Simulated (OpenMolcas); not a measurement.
# Mo²⁺ among point charges: CASSCF levels and susceptibility

Aim: the splitting of the states of Mo²⁺ in the field of 6 point charges, its lowest levels with spin-orbit coupling and its magnetic susceptibility.

The numbers are computed with OpenMolcas 26.06 (state-averaged CASSCF, spin-orbit coupling by RASSI with atomic mean-field integrals), except any that are marked as measured or tabulated.

1 further run of the same task is left out (it didn't finish).

## Step 1: What is computed

```
Species                           : Mo²⁺ (molybdenum, Z = 42, 40 electrons)
Basis                             : ANO-RCC-VTZP [7s6p4d2f1g], 68 functions
Scalar Hamiltonian                : DKH2, point nucleus
Inactive shells                   : 1s 2s 2p 3s 3p 3d 4s 4p
Active space                      : 4 electrons in 5 orbitals (4d)
Some configurations of this space : 4d4
Orbitals                          : optimised for each spin and parity, averaged over all roots
```

Outer shells as boxes (Hund's rule):

4d4
```
4d [↑ ][↑ ][↑ ][↑ ][  ]
```

The ion sits among 6 point charges of -1 e arranged as a tetragonal octahedron (D4h), 1.82 Å from the ion, with the axial distance 2.148 Å. The active orbitals were held to one l.

The work runs as a chain of OpenMolcas steps in one folder; each step below is one input file. Labels, J, g values, rates, χT and fits are worked out afterwards by a script from the matrices that RASSI stores. The input lists half of the charges; inversion (Group=XYZ) makes the rest.

## Step 2: GATEWAY and SEWARD: basis and integrals

Input file a.inp:

```
&GATEWAY
Coord
1

Mo 0.0 0.0 0.0
Basis=ANO-RCC-VTZP
Group=XYZ
NoMove
AngMom=0.0 0.0 0.0
AMFI
XField
3 Angstrom 0
1.820000 0.000000 0.000000 -1.000000
0.000000 1.820000 0.000000 -1.000000
0.000000 0.000000 2.147600 -1.000000
&SEWARD
```

Launch:

```sh
$ OMP_NUM_THREADS=1 MOLCAS_MEM=1689 MOLCAS_PROJECT=a pymolcas a.inp > a.log
```

## Step 3: Reference wave functions, quintets of even parity, 5 roots

Input file a.inp:

```
&RASSCF
FileOrb=start.orb
Symmetry=1
Spin=5
nActEl=4 0 0
Inactive=9 9
Ras2=5 0
CIRoot=5 5 1
SDav=5
CIMx=300
Iter=120 100
PrWF=0.3
OrbListing=Nothing
MaxOrb=0
SupSym
1
20 4 5 6 7 8 10 11 12 13 14 18 19 20 21 22 23 24 25 26 27
0
>>> COPY $Project.JobIph JOB001
```

start.orb holds the contracted functions of the basis, ordered by shell, or the orbitals of the step before.

## Step 4: Reference wave functions, triplets of even parity, 45 roots

Input file a.inp:

```
&RASSCF
FileOrb=start.orb
Symmetry=1
Spin=3
nActEl=4 0 0
Inactive=9 9
Ras2=5 0
CIRoot=45 45 1
SDav=45
CIMx=300
Iter=120 100
PrWF=0.3
OrbListing=Nothing
MaxOrb=0
SupSym
1
20 4 5 6 7 8 10 11 12 13 14 18 19 20 21 22 23 24 25 26 27
0
>>> COPY $Project.JobIph JOB002
```

## Step 5: CASSCF: singlets of even parity, 50 roots

Input file a.inp:

```
&RASSCF
FileOrb=start.orb
Symmetry=1
Spin=1
nActEl=4 0 0
Inactive=9 9
Ras2=5 0
CIRoot=50 50 1
SDav=50
CIMx=300
Iter=120 100
PrWF=0.3
OrbListing=Nothing
MaxOrb=0
SupSym
1
20 4 5 6 7 8 10 11 12 13 14 18 19 20 21 22 23 24 25 26 27
0
>>> COPY $Project.JobIph JOB003
```

## Step 6: RASSI: spin-orbit coupling between the states

Input file a.inp:

```
&RASSI
NrOfJobIphs=3 5 45 50
1 2 3 4 5
1 2 3 4 5 6 7 8 9 10 11 12 13 14 15 16 17 18 19 20 21 22 23 24 25 26 27
28 29 30 31 32 33 34 35 36 37 38 39 40 41 42 43 44 45
1 2 3 4 5 6 7 8 9 10 11 12 13 14 15 16 17 18 19 20 21 22 23 24 25 26 27
28 29 30 31 32 33 34 35 36 37 38 39 40 41 42 43 44 45 46 47 48 49 50
IphNames
JOB001
JOB002
JOB003
EJob
SpinOrbit
DIPRint=1.0
SOCoupling=1000.0
Subsets=2
Property=9
'ANGMOM' 1 'ANGMOM' 2 'ANGMOM' 3 'MLTPL  1' 1 'MLTPL  1' 2 'MLTPL  1' 3
'AMFI' 1 'AMFI' 2 'AMFI' 3
SOProperty=3
'ANGMOM' 1 'ANGMOM' 2 'ANGMOM' 3
```

**Question.** What will these runs give? Wanted: spin-free ground state; first state of the same spin within the active space; lowest level; next level.

As calculated:

```
                                            quantity                            value
                                              method                           CASSCF
                              spin-free ground state  5B1, 1-fold in its orbital part
first state of the same spin within the active space                 5A1 at 8420 cm⁻¹
                                        lowest level                        1-fold A1
                                          next level                         2.0 cm⁻¹
                                         χT at 300 K                   2.84 cm³ K/mol
                           effective moment at 300 K                          4.77 μB
```

What this shows: The spin-free ground state (5B1) comes to 100 % from free-ion D terms and keeps the highest spin of the shell. χT at 300 K is 2.84, against 3.01 cm³ K/mol for the spin alone; near agreement at one temperature doesn't show that the orbital moment is quenched. An active space of the d shell alone favours high spin; real ions in strong fields can be low spin. The field of point charges can differ much from that of real complexes. With metal d orbitals alone active, the gaps between spin states are rough; where two lie within a few thousand cm-1, their order is open. Point charges carry no covalency, so the field is a model and not that of real ligands.
